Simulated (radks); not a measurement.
# Zn with its nuclear charge varied continuously

Aim: the energy of 30 electrons in [Ar] 3d10 4s2 as the nuclear charge moves through non-integer values, and a test of dE/dZ = E(electron-nucleus)/Z.

Method: Dirac Kohn-Sham, LDA (Slater exchange, Perdew-Wang correlation), spin-unpolarised, spherical densities, point nucleus. Code: radks (a radial shooting solver on a logarithmic mesh, Libxc functionals) version 1.

## Step 1: What is computed

* element: zinc (Z = 30)
* charge: 0
* electrons: 30
* configuration: [Ar] 3d10 4s2

Outer shells as boxes (Hund's rule):

Zn
```
[Ar] core
3d [↑↓][↑↓][↑↓][↑↓][↑↓]
4s [↑↓]
```

In the logs a row gives level, spin channel, occupation and eigenvalue; Etot, Ekin, Encl (electron-nucleus), Eh (Hartree) and Exc are energies, all in hartree; err is the last residual, it the number of iterations.

## Step 2: Z = 30

The run's settings:

```text
Z 30
configuration [Ar] 3d10 4s2
relativity Dirac
functional lda,pw
spin unpolarised
j_filling energy
nucleus point
c 137.035999084
```

The program printed:

```text
1s1/2   1   2.0000        -349.28929069
2s1/2   1   2.0000         -42.47323410
2p1/2   1   2.0000         -37.44995478
2p3/2   1   4.0000         -36.57459506
3s1/2   1   2.0000          -4.72561270
3p1/2   1   2.0000          -3.13519531
3p3/2   1   4.0000          -3.02206078
3d3/2   1   4.0000          -0.39098722
3d5/2   1   6.0000          -0.37782927
4s1/2   1   2.0000          -0.22854884
Etot -1793.3854408755474
Ekin 1825.9666414640453
Encl -4329.408702996004
Eh 778.8809938169162
Exc -68.82437316050476
err 5.505764374806532e-09
it 15
```

Highest occupied level: 4s1/2 at -6.219 eV.

Sizes of the orbitals, from the radial functions (bohr):

| level | occupation | energy (eV) | <r> | outermost maximum (interpolated) | 90 % within | nodes |
| --- | --- | --- | --- | --- | --- | --- |
| 2p1/2 | 2 | -1019.1 | 0.1961 | 0.150 | 0.321 | 0 |
| 2p3/2 | 4 | -995.25 | 0.1995 | 0.153 | 0.326 | 0 |
| 3s1/2 | 2 | -128.59 | 0.6822 | 0.589 | 1.02 | 2 |
| 3p1/2 | 2 | -85.313 | 0.7067 | 0.587 | 1.09 | 1 |
| 3p3/2 | 4 | -82.234 | 0.7177 | 0.595 | 1.11 | 1 |
| 3d3/2 | 4 | -10.639 | 0.9068 | 0.562 | 1.60 | 0 |
| 3d5/2 | 6 | -10.281 | 0.9155 | 0.565 | 1.62 | 0 |
| 4s1/2 | 2 | -6.219 | 2.630 | 2.08 | 4.07 | 3 |

The radial density on a logarithmic grid:

| r (bohr) | 4πr²ρ (e/bohr) |
| --- | --- |
| 0.00219 | 1.128 |
| 0.00330 | 2.340 |
| 0.00496 | 4.697 |
| 0.00752 | 9.075 |
| 0.0113 | 16.05 |
| 0.0170 | 25.36 |
| 0.0256 | 34.03 |
| 0.0384 | 36.52 |
| 0.0578 | 31.57 |
| 0.0869 | 30.18 |
| 0.132 | 39.66 |
| 0.198 | 38.34 |
| 0.298 | 22.02 |
| 0.448 | 21.89 |
| 0.674 | 22.83 |
| 1.01 | 10.87 |
| 1.52 | 3.450 |
| 2.31 | 1.362 |
| 3.47 | 0.4567 |
| 5.22 | 0.06517 |

## Step 3: Z = 29.8

Changes since step 2:

```diff
@@ -1,2 +1,2 @@
-Z 30
+Z 29.8
 configuration [Ar] 3d10 4s2
```

The program printed:

```text
1s1/2   1   2.0000        -344.19635820
2s1/2   1   2.0000         -41.69103363
2p1/2   1   2.0000         -36.71551801
2p3/2   1   4.0000         -35.86608974
3s1/2   1   2.0000          -4.55071630
3p1/2   1   2.0000          -2.98199756
3p3/2   1   4.0000          -2.87260822
3d3/2   1   4.0000          -0.28595402
3d5/2   1   6.0000          -0.27349518
4s1/2   1   2.0000          -0.16492385
Etot -1764.654637072264
Ekin 1796.2612786852528
Encl -4261.219409640814
Eh 768.3879904721025
Exc -68.08449658880545
err 3.561644790744303e-09
it 15
```

Energy against step 2 (Z = 30): +781.805 eV. The top filled level is 4s1/2, -4.488 eV.

## Step 4: Z = 29.9

Changes since step 3:

```diff
@@ -1,2 +1,2 @@
-Z 29.8
+Z 29.9
 configuration [Ar] 3d10 4s2
```

The program printed:

```text
1s1/2   1   2.0000        -346.73702565
2s1/2   1   2.0000         -42.08027153
2p1/2   1   2.0000         -37.08089295
2p3/2   1   4.0000         -36.21857268
3s1/2   1   2.0000          -4.63701643
3p1/2   1   2.0000          -3.05747258
3p3/2   1   4.0000          -2.94622556
3d3/2   1   4.0000          -0.33741741
3d5/2   1   6.0000          -0.32461225
4s1/2   1   2.0000          -0.19612771
Etot -1778.9870472048547
Ekin 1811.0781117489798
Encl -4295.258713941136
Eh 773.6484281433216
Exc -68.45487315601974
err 3.2500947187794387e-10
it 17
```

E − E(step 2, Z = 30) = +391.800 eV. Highest occupied level: 4s1/2 at -5.337 eV.

## Step 5: Z = 30.1

Changes since step 4:

```diff
@@ -1,2 +1,2 @@
-Z 29.9
+Z 30.1
 configuration [Ar] 3d10 4s2
```

The program printed:

```text
1s1/2   1   2.0000        -351.85308774
2s1/2   1   2.0000         -42.86985117
2p1/2   1   2.0000         -37.82263353
2p3/2   1   4.0000         -36.93408571
3s1/2   1   2.0000          -4.81642609
3p1/2   1   2.0000          -3.21508729
3p3/2   1   4.0000          -3.10003502
3d3/2   1   4.0000          -0.44659173
3d5/2   1   6.0000          -0.43307444
4s1/2   1   2.0000          -0.26214119
Etot -1807.8497505526345
Ekin 1840.9268410857453
Encl -4363.671311528712
Eh 784.0877735276526
Exc -69.19305363732049
err 4.858926757937029e-09
it 15
```

E − E(step 2, Z = 30) = -393.594 eV. The top filled level is 4s1/2, -7.133 eV.

## Step 6: Z = 30.2

Changes since step 5:

```diff
@@ -1,2 +1,2 @@
-Z 30.1
+Z 30.2
 configuration [Ar] 3d10 4s2
```

The program printed:

```text
1s1/2   1   2.0000        -354.42836001
2s1/2   1   2.0000         -43.27006116
2p1/2   1   2.0000         -38.19886787
2p3/2   1   4.0000         -37.29698211
3s1/2   1   2.0000          -4.90938691
3p1/2   1   2.0000          -3.29707943
3p3/2   1   4.0000          -3.18007880
3d3/2   1   4.0000          -0.50416812
3d5/2   1   6.0000          -0.49028490
4s1/2   1   2.0000          -0.29686504
Etot -1822.379915382107
Ekin 1855.9586911139647
Encl -4398.04823505002
Eh 789.2705940890669
Exc -69.56096553511898
err 2.7297312987266686e-09
it 16
```

E − E(step 2, Z = 30) = -788.980 eV. The top filled level is 4s1/2, -8.078 eV.

## Step 7: Z = 30.3

Changes since step 6:

```diff
@@ -1,2 +1,2 @@
-Z 30.2
+Z 30.3
 configuration [Ar] 3d10 4s2
```

The program printed:

```text
1s1/2   1   2.0000        -357.01505780
2s1/2   1   2.0000         -43.67380946
2p1/2   1   2.0000         -38.57860346
2p3/2   1   4.0000         -37.66322871
3s1/2   1   2.0000          -5.00443309
3p1/2   1   2.0000          -3.38111033
3p3/2   1   4.0000          -3.26213036
3d3/2   1   4.0000          -0.56366079
3d5/2   1   6.0000          -0.54940500
4s1/2   1   2.0000          -0.33268573
Etot -1836.975880391594
Ekin 1871.0621788865626
Encl -4432.540977883233
Eh 794.4310734792316
Exc -69.92815487415578
err 2.0805340400980046e-09
it 16
```

E − E(step 2, Z = 30) = -1186.2 eV. Highest occupied level: 4s1/2 at -9.053 eV.

## Step 8: Z = 30.4

Changes since step 7:

```diff
@@ -1,2 +1,2 @@
-Z 30.3
+Z 30.4
 configuration [Ar] 3d10 4s2
```

The program printed:

```text
1s1/2   1   2.0000        -359.61313736
2s1/2   1   2.0000         -44.08104728
2p1/2   1   2.0000         -38.96179174
2p3/2   1   4.0000         -38.03277573
3s1/2   1   2.0000          -5.10150888
3p1/2   1   2.0000          -3.46712493
3p3/2   1   4.0000          -3.34613427
3d3/2   1   4.0000          -0.62502012
3d5/2   1   6.0000          -0.61038505
4s1/2   1   2.0000          -0.36957274
Etot -1851.6375958403382
Ekin 1886.2372974896016
Encl -4467.150886579142
Eh 799.5706567747752
Exc -70.29466352557293
err 1.4696392963810673e-09
it 16
```

E − E(step 2, Z = 30) = -1585.1 eV. The top filled level is 4s1/2, -10.057 eV.

## Step 9: Z = 30.5

Changes since step 8:

```diff
@@ -1,2 +1,2 @@
-Z 30.4
+Z 30.5
 configuration [Ar] 3d10 4s2
```

The program printed:

```text
1s1/2   1   2.0000        -362.22255983
2s1/2   1   2.0000         -44.49173065
2p1/2   1   2.0000         -39.34838901
2p3/2   1   4.0000         -38.40557825
3s1/2   1   2.0000          -5.20056389
3p1/2   1   2.0000          -3.55507355
3p3/2   1   4.0000          -3.43204052
3d3/2   1   4.0000          -0.68820145
3d5/2   1   6.0000          -0.67318034
4s1/2   1   2.0000          -0.40749896
Etot -1866.3650166786324
Ekin 1901.4840452743615
Encl -4501.879176635701
Eh 804.6906445383191
Exc -70.66052985561242
err 9.294239459206343e-10
it 16
```

Energy against step 2 (Z = 30): -1985.9 eV. Highest occupied level: 4s1/2 at -11.089 eV.

## Step 10: Z = 30.6

Changes since step 9:

```diff
@@ -1,2 +1,2 @@
-Z 30.5
+Z 30.6
 configuration [Ar] 3d10 4s2
```

The program printed:

```text
1s1/2   1   2.0000        -364.84329058
2s1/2   1   2.0000         -44.90581973
2p1/2   1   2.0000         -39.73835569
2p3/2   1   4.0000         -38.78159547
3s1/2   1   2.0000          -5.30155230
3p1/2   1   2.0000          -3.64491110
3p3/2   1   4.0000          -3.51980368
3d3/2   1   4.0000          -0.75316437
3d5/2   1   6.0000          -0.73775041
4s1/2   1   2.0000          -0.44644012
Etot -1881.1581020916901
Ekin 1916.8024253448293
Encl -4536.726952673031
Eh 809.7922144394665
Exc -71.02578920295545
err 4.183391128639689e-10
it 16
```

Energy against step 2 (Z = 30): -2388.4 eV. The top filled level is 4s1/2, -12.148 eV.

## Step 11: Z = 30.7

Changes since step 10:

```diff
@@ -1,2 +1,2 @@
-Z 30.6
+Z 30.7
 configuration [Ar] 3d10 4s2
```

The program printed:

```text
1s1/2   1   2.0000        -367.47529856
2s1/2   1   2.0000         -45.32327826
2p1/2   1   2.0000         -40.13165578
2p3/2   1   4.0000         -39.16079013
3s1/2   1   2.0000          -5.40443225
3p1/2   1   2.0000          -3.73659646
3p3/2   1   4.0000          -3.60938229
3d3/2   1   4.0000          -0.81987211
3d5/2   1   6.0000          -0.80405841
4s1/2   1   2.0000          -0.48637439
Etot -1896.0168151095547
Ekin 1932.19244512628
Encl -4571.695224444451
Eh 814.8764384692732
Exc -71.3904742606572
err 3.6562403298032863e-10
it 16
```

Energy against step 2 (Z = 30): -2792.7 eV. 4s1/2 is the highest filled level (-13.235 eV).

## Step 12: Z = 30.8

Changes since step 11:

```diff
@@ -1,2 +1,2 @@
-Z 30.7
+Z 30.8
 configuration [Ar] 3d10 4s2
```

The program printed:

```text
1s1/2   1   2.0000        -370.11855591
2s1/2   1   2.0000         -45.74407305
2p1/2   1   2.0000         -40.52825635
2p3/2   1   4.0000         -39.54312810
3s1/2   1   2.0000          -5.50916537
3p1/2   1   2.0000          -3.83009200
3p3/2   1   4.0000          -3.70073840
3d3/2   1   4.0000          -0.88829106
3d5/2   1   6.0000          -0.87207066
4s1/2   1   2.0000          -0.52728200
Etot -1910.9411222703604
Ekin 1947.6541159850938
Encl -4606.784919678459
Eh 819.944296807078
Exc -71.75461538407339
err 7.858080644244615e-10
it 16
```

Energy against step 2 (Z = 30): -3198.9 eV. 4s1/2 is the highest filled level (-14.348 eV).

## Step 13: Z = 30.9

Changes since step 12:

```diff
@@ -1,2 +1,2 @@
-Z 30.8
+Z 30.9
 configuration [Ar] 3d10 4s2
```

The program printed:

```text
1s1/2   1   2.0000        -372.77303749
2s1/2   1   2.0000         -46.16817368
2p1/2   1   2.0000         -40.92812722
2p3/2   1   4.0000         -39.92857794
3s1/2   1   2.0000          -5.61571631
3p1/2   1   2.0000          -3.92536313
3p3/2   1   4.0000          -3.79383709
3d3/2   1   4.0000          -0.95839036
3d5/2   1   6.0000          -0.94175624
4s1/2   1   2.0000          -0.56914501
Etot -1925.9309933265408
Ekin 1963.1874529786564
Encl -4641.996894722807
Eh 824.9966892666191
Exc -72.11824084900931
err 1.960684352651461e-09
it 15
```

E − E(step 2, Z = 30) = -3606.7 eV. Highest occupied level: 4s1/2 at -15.487 eV.

## Step 14: Z = 31

Changes since step 13:

```diff
@@ -1,2 +1,2 @@
-Z 30.9
+Z 31
 configuration [Ar] 3d10 4s2
```

The program printed:

```text
1s1/2   1   2.0000        -375.43872063
2s1/2   1   2.0000         -46.59555212
2p1/2   1   2.0000         -41.33124063
2p3/2   1   4.0000         -40.31711062
3s1/2   1   2.0000          -5.72405245
3p1/2   1   2.0000          -4.02237798
3p3/2   1   4.0000          -3.88864619
3d3/2   1   4.0000          -1.03014162
3d5/2   1   6.0000          -1.01308669
4s1/2   1   2.0000          -0.61194700
Etot -1940.9864009867833
Ekin 1978.792474423042
Encl -4677.331942887858
Eh 830.0344445318934
Exc -72.48137705386128
err 3.4657931156522995e-09
it 16
```

Energy against step 2 (Z = 30): -4016.4 eV. Highest occupied level: 4s1/2 at -16.652 eV.

## Step 15: Summary of results

| Z | E (hartree) | E(electron-nucleus)/Z (hartree) | highest level | its energy (eV) | <r> (bohr) |
| --- | --- | --- | --- | --- | --- |
| 29.8 | -1764.65464 | -142.994 | 4s1/2 | -4.488 | 2.753 |
| 29.9 | -1778.98705 | -143.654 | 4s1/2 | -5.337 | 2.690 |
| 30 | -1793.38544 | -144.314 | 4s1/2 | -6.219 | 2.630 |
| 30.1 | -1807.84975 | -144.972 | 4s1/2 | -7.133 | 2.576 |
| 30.2 | -1822.37992 | -145.631 | 4s1/2 | -8.078 | 2.524 |
| 30.3 | -1836.97588 | -146.288 | 4s1/2 | -9.053 | 2.476 |
| 30.4 | -1851.63760 | -146.946 | 4s1/2 | -10.057 | 2.431 |
| 30.5 | -1866.36502 | -147.603 | 4s1/2 | -11.089 | 2.388 |
| 30.6 | -1881.15810 | -148.259 | 4s1/2 | -12.148 | 2.347 |
| 30.7 | -1896.01682 | -148.915 | 4s1/2 | -13.235 | 2.309 |
| 30.8 | -1910.94112 | -149.571 | 4s1/2 | -14.348 | 2.272 |
| 30.9 | -1925.93099 | -150.226 | 4s1/2 | -15.487 | 2.237 |
| 31 | -1940.98640 | -150.882 | 4s1/2 | -16.652 | 2.204 |

In words: At Z = 30 the central difference of E is -144.314 hartree, against -144.314 from the Hellmann-Feynman theorem. The top level goes from -4.488 eV at Z = 29.8 to -16.652 eV at Z = 31.
